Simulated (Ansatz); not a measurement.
# C3H2F4: small, medium and large basis sets

An exercise on one series of results from a longer session: the logs are not shown, and one member is left open.

Program: Ansatz 0.2.0, Gaussian basis. Level of theory: one geometry, several basis sets. These are calculated values, not measurements.

The runs, in order: PBE0-D4/def2-SVP; ωB97M-V/def2-SVP; PBE0-D4/def2-QZVPP; ωB97M-V/def2-QZVPP; the functionals' def2-TZVPP values are taken from earlier runs.

**Structure used throughout**

The geometry comes from an earlier relaxation with PBE0-D4 in a triple-zeta def2 set; it is a stationary point, not always the lowest conformer.

SMILES `FC(F)=CC(F)F`, 9 atoms, charge 0, spin multiplicity 1.

Atoms are counted from 1 here; the program's logs count them from 0.

Bond lengths: F1–C2 1.310 Å, C2–F3 1.307 Å, C2–C4 1.319 Å, C4–C5 1.480 Å, C4–H8 1.081 Å, C5–F6 1.360 Å, C5–F7 1.360 Å, C5–H9 1.093 Å. Angles: F1–C2–F3 110.1°, F1–C2–C4 125.4°, F3–C2–C4 124.5°, C2–C4–C5 122.4°, C2–C4–H8 118.9°, C5–C4–H8 118.7°, C4–C5–F6 110.1°, C4–C5–F7 110.1°, C4–C5–H9 113.6°, F6–C5–F7 106.4°, F6–C5–H9 108.1°, F7–C5–H9 108.1°.

Coordinates:

```mol
C3H2F4
  3D, bonds by distance, orders not assigned

  9  8  0  0  0  0  0  0  0  0999 V2000
    1.0374   -1.5150    0.9485 F   0  0
    0.1535   -1.3537   -0.0054 C   0  0
   -0.1784   -2.5126   -0.5102 F   0  0
   -0.3357   -0.1964   -0.4053 C   0  0
    0.0747    1.0901    0.2008 C   0  0
   -1.0095    1.7342    0.7106 F   0  0
    0.5973    1.9099   -0.7506 F   0  0
   -1.0634   -0.1845   -1.2047 H   0  0
    0.8126    0.9815    0.9993 H   0  0
  1  2  8  0
  2  3  8  0
  2  4  8  0
  4  5  8  0
  5  6  8  0
  5  7  8  0
  4  8  8  0
  5  9  8  0
M  END
```

The first run:

Input file in.yaml:

```yaml
crystal:
  periodic: [false, false, false]
  atoms:
    - {symbol: F, position_ang: [1.037363, -1.514971, 0.948503]}
    - {symbol: C, position_ang: [0.153486, -1.353724, -0.005437]}
    - {symbol: F, position_ang: [-0.178408, -2.512584, -0.510216]}
    - {symbol: C, position_ang: [-0.335720, -0.196373, -0.405258]}
    - {symbol: C, position_ang: [0.074670, 1.090061, 0.200789]}
    - {symbol: F, position_ang: [-1.009538, 1.734244, 0.710576]}
    - {symbol: F, position_ang: [0.597287, 1.909926, -0.750585]}
    - {symbol: H, position_ang: [-1.063355, -0.184492, -1.204735]}
    - {symbol: H, position_ang: [0.812614, 0.981514, 0.999266]}
basis:
  gaussian: {orbitals: def2-SVP}
hamiltonian: {xc: pbe0, dispersion: d4}
output: {orbitals: {seedname: orbitals}}
```

Command:

```bash
> ansatz run in.yaml --threads 4 --pin off --events-out ev --progress --plain --max-ram 10444MiB
```

Steps of the session up to this table: PBE0-D4 in def2-SVP; ωB97M-V in def2-SVP; PBE0-D4 in def2-QZVPP; ωB97M-V in def2-QZVPP.

One of the session's tables, all rows but one given; the rest of the session is left out.

It belongs to the step «Density functionals: the series». 

```
functional       basis  HOMO (eV)  LUMO (eV)
   PBE0-D4    def2-SVP      -8.27      -0.11
   PBE0-D4  def2-TZVPP      -8.36      -0.24
   PBE0-D4  def2-QZVPP      -8.40      -0.31
   ωB97M-V    def2-SVP          ?          ?
   ωB97M-V  def2-TZVPP     -10.64       2.02
   ωB97M-V  def2-QZVPP     -10.68       1.91
```

Estimate the missing values for ωB97M-V, def2-SVP.

The run gave: HOMO (eV): -10.52; LUMO (eV): 2.21. In the column «HOMO (eV)» it lies between ωB97M-V, def2-TZVPP (-10.64) and PBE0-D4, def2-QZVPP (-8.40).
